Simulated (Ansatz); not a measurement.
# C₂H₈AlBO₂S: one species, many methods

One table from this session's results is given with a row withheld; the runs are named, their logs left out.

The runs use Ansatz 0.2.0, Gaussian basis; functionals in def2-TZVPP, the program's frozen cores in correlated methods.

The runs, in order: PBE-D4, r2SCAN-D4, PBE0-D4, B3LYP-D4, ωB97X-V, ωB97M-V, B2PLYP; CCSD(T)/def2-TZVPP; MP2/def2-QZVPP; extrapolation to the limit.

### The geometry

The geometry comes from an earlier relaxation with PBE0-D4 in a triple-zeta def2 set; it is a stationary point, not always the lowest conformer.

SMILES `[CH3][Al]([CH3])[S]B(O)O`, 15 atoms, charge 0, spin multiplicity 1.

Atoms are counted from 1 here; the program's logs count them from 0.

Bond lengths: C1–Al2 1.960 Å, C1–H8 1.096 Å, C1–H9 1.096 Å, C1–H10 1.094 Å, Al2–C3 1.944 Å, Al2–S4 2.191 Å, C3–H11 1.092 Å, C3–H12 1.095 Å, C3–H13 1.095 Å, S4–B5 1.853 Å, B5–O6 1.355 Å, B5–O7 1.358 Å, O6–H14 0.959 Å, O7–H15 0.959 Å. Angles: Al2–C1–H8 113.3°, Al2–C1–H9 113.3°, Al2–C1–H10 109.1°, H8–C1–H9 107.7°, H8–C1–H10 106.6°, H9–C1–H10 106.4°, C1–Al2–C3 122.4°, C1–Al2–S4 121.6°, C3–Al2–S4 116.0°, Al2–C3–H11 112.5°, Al2–C3–H12 110.5°, Al2–C3–H13 111.2°, H11–C3–H12 107.7°, H11–C3–H13 108.2°, H12–C3–H13 106.6°, Al2–S4–B5 107.9°, S4–B5–O6 125.9°, S4–B5–O7 117.9° and more.

Set-up of the first run:

in.yaml

```yaml
crystal:
  periodic: [false, false, false]
  atoms:
    - {symbol: C, position_ang: [1.470306, -0.903435, -0.648607]}
    - {symbol: Al, position_ang: [0.352831, -0.134403, 0.766503]}
    - {symbol: C, position_ang: [0.804607, -0.287261, 2.650948]}
    - {symbol: S, position_ang: [-1.497339, 0.945510, 0.307001]}
    - {symbol: B, position_ang: [-1.734891, 0.912131, -1.530210]}
    - {symbol: O, position_ang: [-0.874932, 0.381032, -2.433364]}
    - {symbol: O, position_ang: [-2.866370, 1.469230, -2.034895]}
    - {symbol: H, position_ang: [0.950357, -1.656619, -1.250764]}
    - {symbol: H, position_ang: [1.880087, -0.153019, -1.334352]}
    - {symbol: H, position_ang: [2.328629, -1.406112, -0.193327]}
    - {symbol: H, position_ang: [0.151169, 0.313411, 3.286951]}
    - {symbol: H, position_ang: [0.724666, -1.328610, 2.981398]}
    - {symbol: H, position_ang: [1.838506, 0.020588, 2.836315]}
    - {symbol: H, position_ang: [-0.084217, 0.000956, -2.045773]}
    - {symbol: H, position_ang: [-3.443409, 1.826601, -1.357834]}
basis:
  gaussian: {orbitals: def2-TZVPP}
hamiltonian: {xc: pbe, dispersion: d4}
output: {forces: true, orbitals: {seedname: orbitals}}
```

Command:

```sh
$ ansatz run in.yaml --threads 2 --pin off --events-out ev --progress --plain --max-ram 20480MiB --backend cuda --devices 0, --max-vram 18GiB
```

Among the steps run: PBE-D4 (GGA); r2SCAN-D4 (meta-GGA); PBE0-D4 (hybrid); B3LYP-D4 (hybrid); ωB97X-V (range-separated); ωB97M-V (range-separated); B2PLYP (double hybrid); CCSD(T) in def2-TZVPP; MP2 in def2-QZVPP.

One of the session's tables, all rows but one given; the rest of the session is left out.

```
            method  atomisation energy (kcal/mol)
            PBE-D4                         1432.2
         r2SCAN-D4                         1417.9
           PBE0-D4                         1409.1
          B3LYP-D4                         1403.5
           ωB97X-V                         1409.3
           ωB97M-V                         1414.3
            B2PLYP                         1391.5
     HF/def2-TZVPP                         1043.4
    MP2/def2-TZVPP                         1402.2
   CCSD/def2-TZVPP                              ?
CCSD(T)/def2-TZVPP                         1372.2
           MP2/CBS                         1438.1
       CCSD(T)/CBS                         1408.1
```

Q: Estimate the row for CCSD/def2-TZVPP from the others.

**Answer.** atomisation energy (kcal/mol): 1351.3. In the column «atomisation energy (kcal/mol)» it lies between HF/def2-TZVPP (1043.4) and CCSD(T)/def2-TZVPP (1372.2).
